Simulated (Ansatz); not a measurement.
# BrH6NSi2: one species, many methods

Aim: compute BrH6NSi2 with functionals from several rungs and with coupled cluster, and see how far each lands from CCSD(T) at the basis-set limit for the atomisation energy.

Computed with Ansatz 0.2.0, Gaussian basis. Level: functionals in def2-TZVPP, the program's frozen cores in correlated methods.

Plan: LDA (SPW92), PBE-D4, revPBE-D4, BLYP-D4, r2SCAN-D4, B97M-V, PBE0-D4, B3LYP-D4, r2SCANh-D4, r2SCAN0-D4, HSE06-D4, BHLYP-D4, CAM-B3LYP-D4, LC-ωPBE, ωB97X-V, ωB97M-V, B2PLYP, PBE-QIDH; CCSD(T)/def2-SVP; CCSD(T)/def2-TZVPP; MP2/def2-QZVPP; extrapolation to the limit; RPA on PBE.

**1. Structure used throughout**

All runs share one geometry, relaxed beforehand with PBE0-D4 in a triple-zeta def2 set.

10 atoms, charge 0, spin multiplicity 1.

Atoms are counted from 1 here; the program's logs count them from 0.

Bond lengths: N1–Si2 1.707 Å, N1–H5 1.008 Å, N1–H6 1.008 Å, Si2–Si3 2.335 Å, Si2–Br4 2.256 Å, Si2–H7 1.482 Å, Si3–H8 1.485 Å, Si3–H9 1.488 Å, Si3–H10 1.488 Å. Angles: Si2–N1–H5 120.2°, Si2–N1–H6 119.9°, H5–N1–H6 110.9°, N1–Si2–Si3 110.0°, N1–Si2–Br4 114.6°, N1–Si2–H7 107.3°, Si3–Si2–Br4 105.4°, Si3–Si2–H7 114.9°, Br4–Si2–H7 104.8°, Si2–Si3–H8 109.8°, Si2–Si3–H9 108.5°, Si2–Si3–H10 110.9°, H8–Si3–H9 109.2°, H8–Si3–H10 109.4°, H9–Si3–H10 108.9°.

**2. LDA**

This LDA is Slater exchange with PW92 correlation.

File in.yaml:

```yaml
crystal:
  periodic: [false, false, false]
  atoms:
    - {symbol: N, position_ang: [-0.486369, 1.721578, 0.103997]}
    - {symbol: Si, position_ang: [-0.488508, 0.105561, 0.652633]}
    - {symbol: Si, position_ang: [1.071060, -1.148338, -0.550846]}
    - {symbol: Br, position_ang: [-2.453904, -0.971670, 0.391630]}
    - {symbol: H, position_ang: [-0.524113, 1.921234, -0.883133]}
    - {symbol: H, position_ang: [-0.965545, 2.433061, 0.633970]}
    - {symbol: H, position_ang: [-0.265753, 0.138111, 2.117458]}
    - {symbol: H, position_ang: [0.972424, -2.578726, -0.163682]}
    - {symbol: H, position_ang: [0.770189, -1.010897, -2.001992]}
    - {symbol: H, position_ang: [2.453618, -0.660914, -0.297037]}
basis:
  gaussian: {orbitals: def2-TZVPP}
hamiltonian: {xc: lda}
output: {orbitals: {seedname: orbitals}}
```

The runs that follow: PBE-D4 (GGA); revPBE-D4 (GGA); BLYP-D4 (GGA); r2SCAN-D4 (meta-GGA); B97M-V (meta-GGA); PBE0-D4 (hybrid); B3LYP-D4 (hybrid); r2SCANh-D4 (hybrid); r2SCAN0-D4 (hybrid); HSE06-D4 (hybrid); BHLYP-D4 (hybrid); CAM-B3LYP-D4 (range-separated); LC-ωPBE-D4 (range-separated); ωB97X-V (range-separated); ωB97M-V (range-separated); B2PLYP (double hybrid); PBE-QIDH (double hybrid); CCSD(T) in def2-SVP; CCSD(T) in def2-TZVPP; MP2 in def2-QZVPP; RPA on PBE orbitals.

**Question.** What will the summary of the whole plan be? Wanted: atomisation energy, CCSD(T)/CBS; farthest beyond LDA; mean size of error, GGA; mean size of error, meta-GGA; mean size of error, hybrid; mean size of error, range-separated; mean size of error, double hybrid; gap, smallest and largest; T1 diagnostic.

The runs gave:

```
                               quantity                                                                value
        atomisation energy, CCSD(T)/CBS                                                        3087.1 kJ/mol
 functionals within 30.9 kJ/mol (1.0 %)  PBE-D4, r2SCAN-D4, B97M-V, B3LYP-D4, CAM-B3LYP-D4, ωB97X-V, ωB97M-V
                    farthest beyond LDA                                             revPBE-D4 (-70.1 kJ/mol)
                mean size of error, GGA                                                          40.3 kJ/mol
           mean size of error, meta-GGA                                                          12.0 kJ/mol
             mean size of error, hybrid                                                          39.9 kJ/mol
    mean size of error, range-separated                                                          22.2 kJ/mol
      mean size of error, double hybrid                                                          58.0 kJ/mol
              gap, smallest and largest                            5.34 eV (LDA (SPW92)), 12.19 eV (LC-ωPBE)
                          T1 diagnostic                                                               0.0099
triples share of the correlation energy                                                                3.5 %
```

What this shows: The LDA atomisation energy is off by 352.7 kJ/mol (11 %): it overbinds. PBE-D4 is off by -12.5 kJ/mol. Double hybrids carry the basis error of their MP2 part in triple zeta, and no dispersion term here, so their miss is partly the set-up's. The rungs meta-GGA, range-separated miss on average by less than the doubt on the reference (30.9 kJ/mol), so they tie. Misses under about 30.9 kJ/mol are within the doubt on the reference itself, which lacks core-valence correlation, relativity and higher excitations, and its outer-core shells are covered unevenly. All levels share the lack of spin-orbit coupling, which lowers the free heavy atoms and so the true binding. Hartree-Fock recovers 72 % of the binding; the rest is correlation. CCSD(T) in def2-SVP is off by -265.5 kJ/mol, more than most functionals: a good method in a small basis is no reference. Orbital gaps span 5.3 to 12.2 eV; exact exchange widens them. Correlated methods include outer-core shells of Br, which these sets cover unevenly.
